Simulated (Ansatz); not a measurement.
Relaxation of a periodic cell of 33 atoms, LiAl₃₂ (host Al, host structure fcc, interstitial Li), to a largest force component of 0.03 eV/Å in at most 60 steps.

Theory: Ansatz, DFT LDA, scalar-relativistic, plane waves, PAW. Settings: PAW set soft_1, cutoff 420 eV, k mesh 3x3x3, gaussian smearing 0.15 eV, no spin polarisation.

```xyz
33
Lattice="8.1000 0.0000 0.0000 0.0000 8.1000 0.0000 0.0000 0.0000 8.1000" Properties=species:S:1:pos:R:3:forces:R:3
Al 4.050 0.000 0.000 0.00 0.00 0.00
Al 6.075 2.025 0.000 0.00 0.00 0.00
Al 6.075 0.000 2.025 -0.09 0.09 0.08
Al 0.000 0.000 0.000 -0.03 1.78 -0.04
Al 2.025 2.025 0.000 0.00 -0.01 0.00
Al 4.050 4.050 0.000 0.01 0.00 0.00
Al 6.075 6.075 0.000 -2.10 0.08 -0.05
Al 2.025 0.000 2.025 0.08 0.09 0.08
Al 4.050 2.025 2.025 0.00 -0.01 0.00
Al 6.075 4.050 2.025 -0.08 -0.07 0.07
Al 4.050 0.000 4.050 0.00 0.00 0.00
Al 6.075 2.025 4.050 0.00 -0.01 0.00
Al 6.075 0.000 6.075 -0.09 0.09 -0.09
Al 0.000 4.050 0.000 -0.08 -3.43 -0.10
Al 2.025 6.075 0.000 2.95 0.12 -0.08
Al 0.000 2.025 2.025 0.00 -0.01 0.00
Al 2.025 4.050 2.025 0.06 -0.06 0.06
Al 4.050 6.075 2.025 0.00 0.00 0.00
Al 0.000 0.000 4.050 0.00 0.00 0.00
Al 2.025 2.025 4.050 0.00 -0.01 0.00
Al 4.050 4.050 4.050 0.00 0.00 0.00
Al 6.075 6.075 4.050 0.00 0.00 0.00
Al 2.025 0.000 6.075 0.08 0.09 -0.09
Al 4.050 2.025 6.075 0.00 -0.01 0.00
Al 6.075 4.050 6.075 -0.09 -0.08 -0.09
Al 0.000 6.075 2.025 -0.07 0.13 3.10
Al 0.000 4.050 4.050 0.00 0.00 0.01
Al 2.025 6.075 4.050 0.00 0.00 0.01
Al 0.000 2.025 6.075 0.00 0.00 0.00
Al 2.025 4.050 6.075 0.08 -0.07 -0.08
Al 4.050 6.075 6.075 0.00 0.00 0.00
Al 0.000 6.075 6.075 -0.04 0.07 -1.99
Li 0.048 5.983 0.062 -0.63 1.24 -0.82
```

Task: Where does it end, and by what steps?

Result: The forces met the threshold. Limits of this set-up: coarse k mesh, PAW files made for another functional, a small cell, in which the defect meets its images, a typed lattice constant that wasn't relaxed here. After 4 steps the energy has fallen by 2.119 eV; Al14 moved furthest, 0.39 Å.

```tsv
step	energy less start (eV)	largest force component (eV/Å)	accepted
0	0.0000	3.434	yes
1	-1.2287	2.025	yes
2	-2.0305	0.315	yes
3	-2.1156	0.070	yes
4	-2.1193	0.002	yes
```

```xyz
33
Lattice="8.1000 0.0000 0.0000 0.0000 8.1000 0.0000 0.0000 0.0000 8.1000" Properties=species:S:1:pos:R:3
Al 4.060 0.088 0.001
Al 5.987 2.007 0.001
Al 6.084 -0.011 2.021
Al -0.008 0.276 -0.010
Al 2.111 2.008 0.001
Al 4.059 3.967 0.001
Al 5.774 6.091 -0.011
Al 2.009 -0.022 2.010
Al 4.045 2.035 2.052
Al 6.107 4.075 1.999
Al 4.045 0.033 4.044
Al 6.044 2.034 4.044
Al 6.072 0.002 6.072
Al -0.010 3.660 -0.013
Al 2.386 6.093 -0.012
Al 0.001 2.008 2.111
Al 1.984 4.088 1.985
Al 4.059 6.074 2.109
Al 0.001 0.088 4.062
Al 2.053 2.035 4.043
Al 4.045 4.024 4.043
Al 5.988 6.073 4.062
Al 2.023 -0.008 6.081
Al 4.045 2.034 6.043
Al 6.091 4.060 6.091
Al -0.010 6.094 2.395
Al 0.001 3.966 4.061
Al 2.110 6.074 4.061
Al 0.001 2.007 5.986
Al 2.002 4.071 6.104
Al 4.059 6.073 5.988
Al -0.008 6.090 5.782
Li 0.041 5.996 0.053
```

Whether the end is a true minimum wasn't checked by a vibrational analysis.

Run time: 41 s on 4 threads of Arm Neoverse V2, with other jobs on the host, peak memory 1.3 GiB.
